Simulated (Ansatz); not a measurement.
# WO (singlet): wave-function methods side by side, def2-TZVPP

The task here is to estimate one member of a computed series from the others.

Program: Ansatz 0.2.0, Gaussian basis. Level of theory: def2-TZVPP, core rule «outside noble gas», up to 5 orbitals frozen. These are calculated values, not measurements.

To be run: UHF; CCSD(T) on RHF; CCSD(T) on UHF; CCSDT(Q) on RHF; CCSDT(Q) on UHF; CASSCF and MRCISD+Q, 12 electrons in 10 orbitals; CASSCF and NEVPT2, 12 electrons in 10 orbitals.

4 further runs of the same task are left out: 4 set aside as unsound or not needed.

## The system

The geometry is a PBE0/def2-TZVP stationary point (not a proven minimum). No spin-orbit coupling is included. Elements past krypton take def2 core potentials.

2 atoms, charge 0, spin multiplicity 1.

Atoms are counted from 1 here; the program's logs count them from 0.

Bond lengths: W1–O2 1.645 Å.

The first run:

Contents of in.yaml:

```yaml
crystal:
  periodic: [false, false, false]
  atoms:
    - {symbol: W, position_ang: [0.000000, 0.000000, 0.000000]}
    - {symbol: O, position_ang: [0.000000, 0.000000, 1.645402]}
basis:
  gaussian: {orbitals: def2-TZVPP}
magnetization: {spin_polarized: true, initial_magnetization: 0}
hamiltonian: {xc: hf}
output: {orbitals: {seedname: orbitals}}
```

On the command line:

```bash
$ ansatz run in.yaml --threads 1 --pin off --events-out ev --progress --plain --max-ram 4096MiB --backend cpu
```

Among the steps run: UHF; CCSD(T) on RHF; CCSD(T) on UHF; CCSDT(Q) on RHF; CCSDT(Q) on UHF; CASSCF and MRCISD+Q, 12 electrons in 10 orbitals; CASSCF and NEVPT2, 12 electrons in 10 orbitals.

One of the session's tables, all rows but one given; the rest of the session is left out.

| method | from RCCSDT(Q) (meV) |
| --- | --- |
| RHF | +12086.4 |
| UHF | +11214.2 |
| RMP2 | +366.8 |
| UMP2 | +60.8 |
| RCCSD | +862.7 |
| UCCSD | +246.8 |
| RCCSD(T) | +47.8 |
| UCCSD(T) | -600.6 |
| RCCSDT | +56.7 |
| UCCSDT | ? |
| RCCSDT(Q) | 0 |
| UCCSDT(Q) | -760.1 |
| CASSCF valence | +7995.9 |
| NEVPT2 valence | +1660.6 |
| MRCISD valence | +884.9 |
| MRCISD+Q valence | +227.6 |

Q: Estimate the row for UCCSDT from the others.

As computed: from RCCSDT(Q) (meV): -674.8. In the column «from RCCSDT(Q) (meV)» it lies between UCCSDT(Q) (-760.1) and UCCSD(T) (-600.6).

Caveats from the session: The determinant is far from a pure spin state, so its energy mixes those of several spin states (harmless only where they are near-degenerate, as at dissociation). The program flags UCCSD(T), UCCSDT(Q) as in doubt, so those rows may rest on another solution; read them beside their warnings. Warnings: restricted reference is unstable; spin contamination; large T1 diagnostic. Restricted and unrestricted rows rest on different reference determinants; where their highest levels disagree by more than a few hundredths of an eV, they describe different states and don't form one ladder.
